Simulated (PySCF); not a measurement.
# A diatomic session: CsIn+

An exercise on one series of results from a longer session: the logs are not shown, and one member is left open.

Program: PySCF 2.14.0. Level of theory: Cs def2-SVP with ECP46, In def2-SVP with ECP28, scalar-relativistic core potentials. These are calculated values, not measurements.

Set-up of the first run:

A driver script around PySCF takes these settings:

```yaml
atoms: Cs, In
charge: 1
basis: Cs def2-SVP with ECP46, In def2-SVP with ECP28
Hamiltonian: scalar-relativistic core potentials
basis_functions: 50
electrons_treated: 29
masses_in_u: 132.9054, 114.9039
levels: PBE0, PBE, r²SCAN, TPSS, BHandHLYP, MN15, CAM-B3LYP, HF, MP2, SCS-MP2, CCSD, CCSD(T)
grid: 80 radial by 434 angular points
occupations: held fixed by the projection of orbital angular momentum
dissociation_limit: Cs+ + In, each in its ground configuration
starting_distance_in_angstrom: 3.695
values_of_2S_to_try: 1, 3
```

Command:

```bash
OMP_NUM_THREADS=1 python dia.py task.json out
```

Among the steps run: The job; The PBE0 curve of the state that the search chose; Other states along the same grid; PBE; r²SCAN; TPSS; BHandHLYP (global hybrid GGA); MN15; CAM-B3LYP (range-separated hybrid); UHF (mean field); Adding correlation.

One of the session's tables, all rows but one given; the rest of the session is left out.

It belongs to the step «The curves together». Energy (eV) from each level's lowest point:

```
R (Å)    UHF  UHF-MP2  UHF-SCS-MP2  UHF-CCSD  UHF-CCSD(T)
3.804  0.219    0.153        0.164       n/a          n/a
3.981  0.115    0.071        0.079     0.070        0.068
4.158  0.052    0.026        0.030     0.025        0.024
4.290  0.023    0.008        0.011     0.007        0.007
4.423  0.007    0.000        0.002     0.000        0.000
4.556  0.000    0.000        0.000     0.000        0.001
4.733      ?        ?            ?         ?            ?
4.954  0.010    0.025        0.022     0.027        0.028
5.219  0.031    0.053        0.048     0.055        0.057
5.573  0.064    0.094        0.087       n/a          n/a
```

Q: Estimate the row for R (Å) = 4.733 from the others.

Worked estimate for «UHF». A straight line through the neighbours (4.556, 0.000) and (4.954, 0.010) gives 0.000 + (0.010 − 0.000) × (4.733 − 4.556) / (4.954 − 4.556) = 0.004; a parabola fitted to 4 rows on both sides gives 0.001.

As computed: UHF: 0.000; UHF-MP2: 0.008; UHF-SCS-MP2: 0.006; UHF-CCSD: 0.008; UHF-CCSD(T): 0.009. In «UHF» the line misses by +0.004 and the parabola by +0.001.
